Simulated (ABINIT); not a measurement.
**TaF3 in ABINIT: convergence with smearing width**

Crystal: TaF3.

```
CELL_PARAMETERS angstrom
3.90120 0.00000 0.00000
0.00000 3.90120 0.00000
0.00000 0.00000 3.90120
ATOMIC_POSITIONS crystal
Ta 0.00000 0.00000 0.00000
F 0.00000 0.00000 0.50000
F 0.00000 0.50000 0.00000
F 0.50000 0.00000 0.00000
```

- Program: ABINIT 10.8.3 (patched build)
- Task: single point
- Functional: LDA
- Potentials or basis: PseudoDojo NC SR LDA v0.4.1 standard
- Cutoff: 1143 eV
- k mesh: 7 × 7 × 7
- Occupations: methfessel-paxton, width 0.272 eV
- Spin: no spin polarisation

These are the settings of the first run; the series varies smearing width, with any setting tied to it.

Hardware: 1 thread of Intel(R) Xeon(R) Platinum 8375C CPU @ 2.90GHz (Ice Lake) (shared host).

**Question.** The values tried are 0.272 eV, 0.2 eV, 0.136 eV, 0.1 eV, 0.05 eV, 0.025 eV, 0.01 eV, loosest first. From which on does the pressure stay within 0.1 GPa of the tightest run that finished?

**Answer.** From 0.05 eV on.

```tsv
smearing width	energy less the tightest run (meV/atom)	pressure (GPa)	SCF cycles	CPU time (s)	peak memory (GiB)
0.272 eV	-4.13	13.25	11	140	0.1
0.2 eV	-2.77	13.25	11	110	0.1
0.136 eV	-1.59	13.21	12	110	0.1
0.1 eV	-0.90	13.18	12	110	0.1
0.05 eV	-0.21	13.13	12	150	0.1
0.025 eV	-0.01	13.11	13	190	0.1
0.01 eV	0.00	13.05	15	190	0.1
```

Against the tightest run, the energy stays within 1 meV/atom from 0.1 eV on. Narrower smearing needs a denser k mesh, so at a fixed mesh the narrowest width isn't the most accurate. The tightest run that finished is the yardstick and may itself not be fully converged.

Spin-orbit coupling is left out, which matters for the levels of Ta.
